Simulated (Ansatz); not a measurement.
# C2H5BS2: up Jacob's ladder to CCSD(T)

Aim: compute C2H5BS2 with functionals from several rungs and with coupled cluster. The yardstick is the atomisation energy at the CCSD(T) limit.

Computed with Ansatz 0.2.0, Gaussian basis. Level: functionals in def2-TZVPP, the program's frozen cores in correlated methods.

Levels to be run: LDA (SPW92), PBE-D4, revPBE-D4, BLYP-D4, r2SCAN-D4, B97M-V, PBE0-D4, B3LYP-D4, r2SCANh-D4, r2SCAN0-D4, HSE06-D4, BHLYP-D4, CAM-B3LYP-D4, LC-ωPBE, ωB97X-V, ωB97M-V, B2PLYP, PBE-QIDH; CCSD(T)/def2-SVP; CCSD(T)/def2-TZVPP; MP2/def2-QZVPP; extrapolation to the limit; RPA on PBE.

## Step 1: The geometry

An earlier PBE0-D4 in a triple-zeta def2 set relaxation fixed the geometry.

SMILES `SCC1BS1`, 10 atoms, charge 0, spin multiplicity 1.

Atoms are counted from 1 here; the program's logs count them from 0.

Bond lengths: S1–C2 1.813 Å, S1–H6 1.343 Å, C2–C3 1.504 Å, C2–H7 1.091 Å, C2–H8 1.093 Å, C3–B4 1.533 Å, C3–S5 1.879 Å, C3–H9 1.088 Å, B4–S5 1.738 Å, B4–H10 1.183 Å. Angles: C2–S1–H6 96.5°, S1–C2–C3 111.3°, S1–C2–H7 110.3°, S1–C2–H8 104.5°, C3–C2–H7 111.5°, C3–C2–H8 111.4°, H7–C2–H8 107.6°, C2–C3–B4 123.3°, C2–C3–S5 116.7°, C2–C3–H9 113.4°, B4–C3–S5 60.2°, B4–C3–H9 119.0°, S5–C3–H9 112.4°, C3–B4–S5 69.8°, C3–B4–H10 148.3°, S5–B4–H10 141.9°, C3–S5–B4 50.0°.

## Step 2: LDA

This LDA is Slater exchange with PW92 correlation.

Contents of in.yaml:

```yaml
crystal:
  periodic: [false, false, false]
  atoms:
    - {symbol: S, position_ang: [0.604280, 0.618716, 2.056381]}
    - {symbol: C, position_ang: [0.871878, 0.499479, 0.267143]}
    - {symbol: C, position_ang: [0.109021, -0.654371, -0.323537]}
    - {symbol: B, position_ang: [-1.266901, -0.503316, -0.981349]}
    - {symbol: S, position_ang: [-0.039875, -0.698090, -2.196090]}
    - {symbol: H, position_ang: [-0.719666, 0.835521, 1.998241]}
    - {symbol: H, position_ang: [0.611269, 1.440914, -0.218188]}
    - {symbol: H, position_ang: [1.950658, 0.360968, 0.160303]}
    - {symbol: H, position_ang: [0.392312, -1.618908, 0.092816]}
    - {symbol: H, position_ang: [-2.429876, -0.332011, -0.852720]}
basis:
  gaussian: {orbitals: def2-TZVPP}
hamiltonian: {xc: lda}
output: {orbitals: {seedname: orbitals}}
```

Further steps of the session: PBE-D4 (GGA); revPBE-D4 (GGA); BLYP-D4 (GGA); r2SCAN-D4 (meta-GGA); B97M-V (meta-GGA); PBE0-D4 (hybrid); B3LYP-D4 (hybrid); r2SCANh-D4 (hybrid); r2SCAN0-D4 (hybrid); HSE06-D4 (hybrid); BHLYP-D4 (hybrid); CAM-B3LYP-D4 (range-separated); LC-ωPBE (range-separated); ωB97X-V (range-separated); ωB97M-V (range-separated); B2PLYP (double hybrid); PBE-QIDH (double hybrid); CCSD(T) in def2-SVP; CCSD(T) in def2-TZVPP; MP2 in def2-QZVPP; RPA on PBE orbitals.

Q: Predict the results of all the runs planned. Wanted: atomisation energy, CCSD(T)/CBS; farthest beyond LDA; mean size of error, GGA; mean size of error, meta-GGA; mean size of error, hybrid; mean size of error, range-separated; mean size of error, double hybrid; gap, smallest and largest; T1 diagnostic.

As calculated:

| quantity | value |
| --- | --- |
| atomisation energy, CCSD(T)/CBS | 3676.5 kJ/mol |
| functionals within 18.4 kJ/mol (0.5 %) | BLYP-D4, B3LYP-D4, r2SCAN0-D4, CAM-B3LYP-D4, LC-ωPBE |
| farthest beyond LDA | PBE-D4 (+127.0 kJ/mol) |
| mean size of error, GGA | 54.7 kJ/mol |
| mean size of error, meta-GGA | 55.2 kJ/mol |
| mean size of error, hybrid | 44.2 kJ/mol |
| mean size of error, range-separated | 19.9 kJ/mol |
| mean size of error, double hybrid | 27.1 kJ/mol |
| gap, smallest and largest | 3.28 eV (LDA (SPW92)), 10.53 eV (LC-ωPBE) |
| T1 diagnostic | 0.0147 |
| triples share of the correlation energy | 4.7 % |

The LDA atomisation energy is off by 596.4 kJ/mol (16 %): it overbinds. PBE-D4 is off by +127.0 kJ/mol. Double hybrids carry the basis error of their MP2 part in triple zeta, and no dispersion term here, so their miss is partly the set-up's. Taken by rung, range-separated functionals do best (19.9 kJ/mol on average) and meta-GGA ones worst beyond LDA (55.2 kJ/mol). The gap between the best rungs is small, so their order is not settled. Misses under about 18.4 kJ/mol are within the doubt on the reference itself, which lacks core-valence correlation, relativity and higher excitations. Hartree-Fock recovers 73 % of the binding; the rest is correlation. CCSD(T) in def2-SVP is off by -189.3 kJ/mol, so the small basis spoils what the method gains. Orbital gaps span 3.3 to 10.5 eV; exact exchange widens them.
